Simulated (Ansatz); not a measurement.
# FH3OSn: taking an electron away

Aim: the vertical ionisation energy of FH3OSn, as cation minus neutral at the neutral's geometry, on several levels, and how well −ε(HOMO) stands in for it.

Program: Ansatz 0.2.0, Gaussian basis. Level of theory: unrestricted cation, the program's frozen cores in correlated methods. These are calculated values, not measurements.

The runs, in order: UKS PBE-D4/def2-TZVPP; UKS r2SCAN-D4/def2-TZVPP; UKS PBE0-D4/def2-TZVPP; UKS B3LYP-D4/def2-TZVPP; UKS wB97X-V/def2-TZVPP; UKS wB97M-V/def2-TZVPP; UKS B2PLYP/def2-TZVPP; UHF-CCSD(T)/def2-TZVPP; UHF-CCSD(T)/def2-QZVPP; extrapolation to the limit; then −ε(HOMO) from the neutral's earlier runs with LDA (SPW92), PBE-D4, revPBE-D4, BLYP-D4, r2SCAN-D4, B97M-V, PBE0-D4, B3LYP-D4, r2SCANh-D4, r2SCAN0-D4, HSE06-D4, BHLYP-D4, CAM-B3LYP-D4, LC-ωPBE, ωB97X-V, ωB97M-V.

1 further run of the same task is left out (for a known fault of the program).

## (1) Structure used throughout

All runs share one geometry, relaxed beforehand with PBE0-D4 in a triple-zeta def2 set. Sn takes the def2 core potential; no spin-orbit term is included.

SMILES `[OH][SnH2][F]`, 6 atoms, charge 0, spin multiplicity 1.

Atoms are counted from 1 here; the program's logs count them from 0.

Bond lengths: O1–Sn2 1.948 Å, O1–H4 0.960 Å, Sn2–F3 1.922 Å, Sn2–H5 1.701 Å, Sn2–H6 1.692 Å. Angles: Sn2–O1–H4 114.0°, O1–Sn2–F3 105.3°, O1–Sn2–H5 111.8°, O1–Sn2–H6 106.0°, F3–Sn2–H5 104.3°, F3–Sn2–H6 107.5°, H5–Sn2–H6 120.8°.

Coordinates:

```mol
FH3OSn
  3D, bonds by distance, orders not assigned

  6  5  0  0  0  0  0  0  0  0999 V2000
   -1.4144   -0.3330   -0.4250 O   0  0
    0.3023    0.2559    0.2837 Sn  0  0
    1.4091   -1.3151    0.3021 F   0  0
   -1.3686   -0.6857   -1.3167 H   0  0
    1.0961    1.3171   -0.7821 H   0  0
    0.0175    0.6967    1.8919 H   0  0
  1  2  8  0
  2  3  8  0
  1  4  8  0
  2  5  8  0
  2  6  8  0
M  END
```

## (2) Cation, UKS PBE-D4/def2-TZVPP

File in.yaml:

```yaml
crystal:
  periodic: [false, false, false]
  atoms:
    - {symbol: O, position_ang: [-1.414368, -0.332996, -0.424974]}
    - {symbol: Sn, position_ang: [0.302304, 0.255856, 0.283655]}
    - {symbol: F, position_ang: [1.409127, -1.315052, 0.302142]}
    - {symbol: H, position_ang: [-1.368562, -0.685698, -1.316739]}
    - {symbol: H, position_ang: [1.096130, 1.317147, -0.782063]}
    - {symbol: H, position_ang: [0.017468, 0.696742, 1.891879]}
basis:
  gaussian: {orbitals: def2-TZVPP}
total_charge: 1
magnetization: {spin_polarized: true, initial_magnetization: 1}
hamiltonian: {xc: pbe, dispersion: d4}
```

Launch:

```
$ ansatz run in.yaml --threads 2 --pin off --events-out ev --progress --plain --max-ram 32768MiB --backend cpu
```

Further steps of the session: Cation, UKS r2SCAN-D4/def2-TZVPP; Cation, UKS PBE0-D4/def2-TZVPP; Cation, UKS B3LYP-D4/def2-TZVPP; Cation, UKS wB97X-V/def2-TZVPP; Cation, UKS wB97M-V/def2-TZVPP; Cation, UKS B2PLYP (frozen core)/def2-TZVPP; Cation, UHF-CCSD(T)/def2-TZVPP; Cation, UHF-CCSD(T)/def2-QZVPP.

Before running them: what should the planned runs give, taken together? Wanted: ionisation energy, CCSD(T)/CBS; nearest functional by difference; nearest −ε(HOMO); −ε(HOMO) of PBE; T1 of the cation.

As calculated:

| quantity | value |
| --- | --- |
| ionisation energy, CCSD(T)/CBS | 11.83 eV |
| nearest functional by difference | B2PLYP (-0.21 eV) |
| nearest −ε(HOMO) | LC-ωPBE (-0.02 eV) |
| −ε(HOMO) of PBE | 7.30 eV |
| T1 of the cation | 0.034 |

Energy differences with functionals land within 0.98 eV of the reference. −ε(HOMO) of PBE misses by 4.5 eV, since self-interaction lifts the level. Among orbital estimates LC-ωPBE comes nearest. Hartree-Fock falls 1.70 eV short, as the neutral has more correlation energy than the cation. The cation's T1 (from the report) is 0.034, near the customary mark of 0.045 for open shells, so the coupled-cluster value is less safe. Correlated methods include outer-core shells of Sn, which these sets cover unevenly. With outer-core shells in play the reference is unsure by up to some tenths of an eV, so close misses can't be ranked.
